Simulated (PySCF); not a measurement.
**NaSb: bond curves at several levels of theory**

One job finds the state of NaSb, follows it along the bond with each method and fits the curves.

Computed with PySCF 2.14.0. Level: Na aug-cc-pVDZ, Sb aug-cc-pVDZ-PP with ECP28, scalar-relativistic core potentials.

1 further run of the same task is left out (it didn't finish).

### 1 Set-up

A driver script around PySCF takes these settings:

* atoms: Na, Sb
* charge: 0
* basis: Na aug-cc-pVDZ, Sb aug-cc-pVDZ-PP with ECP28
* Hamiltonian: scalar-relativistic core potentials
* basis functions: 59
* electrons treated: 34
* masses in u: 22.9898, 120.9038
* levels: PBE0, PBE, r²SCAN, PW91, TPSSh, BHandHLYP, LC-ωPBE, HF, MP2, SCS-MP2
* grid: 80 radial by 434 angular points
* occupations: held fixed by the projection of orbital angular momentum
* dissociation limit: Na + Sb, each in its ground configuration
* starting distance in angstrom: 2.940
* values of 2S to try: 0, 2, 4

Command:

```
> OMP_NUM_THREADS=1 python dia.py task.json out
```

After this run come: PBE0 along the bond; Excited determinants; PBE (GGA); r²SCAN; PW91; TPSSh (hybrid meta-GGA); BHandHLYP (global hybrid GGA); LC-ωPBE (range-separated hybrid); ROHF (mean field).

What does the calculation give? Wanted: for each run, Re; ωe; De; μ.

**Answer**, as computed:

Lowest PBE0 solution found, without spin–orbit coupling: ³Σ⁻ (triplet), unpaired electrons π ↑↑. State 2 has its PBE0 minimum 0.32 eV higher, as a spin-mixed determinant (⟨S²⟩ = 1.01), so this is no gap between pure states. State 3 has its PBE0 minimum 1.12 eV higher, as a spin-mixed determinant (⟨S²⟩ = 1.01), so this is no gap between pure states. The other levels ran on the lowest alone.

```
       level  Re (Å)  ωe (cm⁻¹)  De (eV)  μ (D)
        ROHF   2.965      208.5    0.186  -8.39
    ROHF-MP2   2.975      200.9     0.85    n/a
ROHF-SCS-MP2   2.981      199.2     0.86    n/a
         PBE   2.949      194.0     1.29  -6.08
        PW91   2.945      194.9     1.34  -6.20
      r²SCAN   2.946      198.5     1.24  -6.88
       TPSSh   2.951      198.9     1.31  -6.91
        PBE0   2.932      202.4     1.20  -6.81
   BHandHLYP   2.915      209.4     1.19  -7.09
     LC-ωPBE   2.899      216.0     1.12  -8.03
```

De is counted to Na + Sb in their ground configurations. A positive dipole means Na(−)Sb(+).

**Reading.** The methods spread over 0.082 Å in bond length, from LC-ωPBE to ROHF-SCS-MP2. Among the levels with a De in the table, it runs from 0.186 eV (ROHF) to 1.34 eV (PW91).

Correlated steps freeze 5 core orbitals. These are scalar-relativistic numbers at best; spin–orbit coupling would shift them, the dissociation energy most. With spin–orbit coupling the term label itself may not hold.
